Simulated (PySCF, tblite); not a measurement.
# C4H12B2S2: geometry, infrared bands and NMR shifts

Aim: predict the infrared bands and NMR shifts of C4H12B2S2 (`CCB(BSC)SC`).

Programs: tblite 0.8.0 and PySCF 2.14.0, with density-fitted response routines of our own. Each step states its level of theory. These are calculated values for one molecule in the gas phase, unless marked as measured. Atoms are numbered from 0 throughout.

**1. The starting structure**

20 atoms, charge 0, multiplicity 1; geometry from: force field or distance geometry start.

Bonds of the start (Å): C0–C1 1.52, C1–B2 1.60, B2–B3 1.66, B3–S4 1.88, S4–C5 1.79, B2–S6 1.89, S6–C7 1.80, C0–H8 1.12, C0–H9 1.10, C0–H10 1.12, C1–H11 1.10, C1–H12 1.12, B3–H13 1.20, C5–H14 1.10, C5–H15 1.11, C5–H16 1.12, C7–H17 1.11, C7–H18 1.12, C7–H19 1.10.

**2. Geometry optimisation with GFN2-xTB**

What the job is given:

```
{"job": {"kind": "relax", "xc": "GFN2-xTB", "basis": "xTB"}, "charge": 0, "multiplicity": 1}
C     -1.826800    -2.310600    -0.230400
C     -0.816800    -1.357800    -0.846000
B     -0.787900    -0.093100     0.131500
B      0.718300     0.313700     0.690400
S      1.940300     0.771800    -0.661900
C      3.519900     0.013800    -0.281800
S     -2.127300     1.193500    -0.208400
C     -1.606700     2.881600     0.152800
H     -2.621400    -1.709300     0.277600
H     -1.341200    -2.971300     0.498700
H     -2.306200    -2.929300    -1.028400
H     -1.124200    -1.037000    -1.856700
H      0.177200    -1.866400    -0.855400
H      1.142200    -0.239200     1.670000
H      3.579800    -1.017500    -0.664500
H      4.322300     0.628200    -0.749200
H      3.705400    -0.019500     0.822100
H     -0.800300     2.937000     0.912400
H     -2.469200     3.451800     0.591900
H     -1.282600     3.370200    -0.777300
```

Launch:

```sh
$ OMP_NUM_THREADS=1 python probes_run.py task.json out
```

This one command runs all jobs of the session in turn.

**Question.** This job is followed by: GFN2-xTB harmonic vibrations, gas phase; GIAO PBE0/pcSseg-1 NMR shielding, non-relativistic, gas phase. What will the session give for the following? strongest single infrared mode (GFN2-xTB); zero-point energy (GFN2-xTB); 13C shifts against TMS (PBE0/pcSseg-1); 1H shifts against TMS (PBE0/pcSseg-1, means over atoms taken as alike); 11B shifts against BF3·OEt2 (PBE0/pcSseg-1); 33S shifts against CS2 (PBE0/pcSseg-1).

As calculated:

| quantity | value |
| --- | --- |
| strongest single infrared mode (GFN2-xTB) | 2576 cm⁻¹, 87 km/mol |
| zero-point energy (GFN2-xTB) | 99.0 kcal/mol |
| 13C shifts against TMS (PBE0/pcSseg-1) | 25.1, 20.5, 20.4, 14.8 ppm |
| 1H shifts against TMS (PBE0/pcSseg-1, means over atoms taken as alike) | 8.63, 2.45, 2.23, 1.49, 1.11 ppm |
| 11B shifts against BF3·OEt2 (PBE0/pcSseg-1) | 85.0, 79.7 ppm |
| 33S shifts against CS2 (PBE0/pcSseg-1) | 96, 90 ppm |

What this shows: Over 133 steps the energy fell by 1.089 eV; of the close pairs, B3–S4 changed most, 1.879 to 1.768 Å. The lowest mode is imaginary (36i cm⁻¹), so the xTB geometry is not a minimum. The strongest single mode, at 2576 cm⁻¹, moves mainly H13. GFN2-xTB is a fitted tight-binding method: band positions and strengths are rough. Its intensities can rank the bands wrongly.
